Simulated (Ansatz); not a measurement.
AsH₄N, SMILES N[AsH2], a test of scalar relativity

Program: the Python package of Ansatz (0.2.0).

Run as a notebook:

```python
import ansatz as az
import numpy as np
```

```python
geometry_ang = [
    ("N", [-0.3074, -0.9787, -0.0652]),
    ("As", [-0.6082, 0.9493, -0.133]),
    ("H", [0.6386, -1.1101, -0.1585]),
    ("H", [-0.5805, -1.2385, 0.8692]),
    ("H", [0.3141, 1.0925, -1.4086]),
    ("H", [0.5854, 1.2216, 0.85]),
]
molecule = az.Crystal.molecule()
for symbol, xyz in geometry_ang:
    molecule = molecule.atom(symbol, xyz)
```

```python
calculation = molecule.calculation().functional("b3lyp").forces()
# a set contracted for a scalar-relativistic Hamiltonian goes with the relativistic run
sets = {"none": "cc-pVTZ", "scalar": "cc-pVTZ-DK"}
found = {kind: calculation.basis(gaussian=basis).pseudopotentials(relativity=kind).run().report for kind, basis in sets.items()}
for kind, each in found.items():
    dipole = 4.803205 * np.linalg.norm(each["charge_distribution"]["dipole_moment_e_ang"])
    print(f"{kind:7s} E = {each['free_energy_ev']:.4f} eV  dipole {dipole:.3f} D  largest force component {np.abs(each['forces_ev_ang']).max():.4f} eV/A")
print(f"relativity lowers the total energy by {found['none']['free_energy_ev'] - found['scalar']['free_energy_ev']:.3f} eV")
```

    none    E = -62399.0745 eV  dipole 1.301 D  largest force component 3.1085 eV/A
    scalar  E = -63076.7633 eV  dipole 1.259 D  largest force component 3.1016 eV/A
    relativity lowers the total energy by 677.689 eV

The total moves by -677.7 eV, nearly all in the cores, and the dipole from 1.30 to 1.26 D.

Reading the output:
- Total energies depend on the basis set; only differences at equal settings carry meaning.
- The geometry is a force-field or estimated start, not a minimum of this method. The basis set changes with the Hamiltonian (a set recontracted for scalar relativity), and most of the change in the total lies in the cores.
- b3lyp holds the VWN-RPA fit, as in Gaussian; the form of ORCA and Turbomole is b3lyp5.
- Hardware and time: 7.3 s on 1 thread of Arm Neoverse V1, on a shared host, peak memory 0.29 GiB.
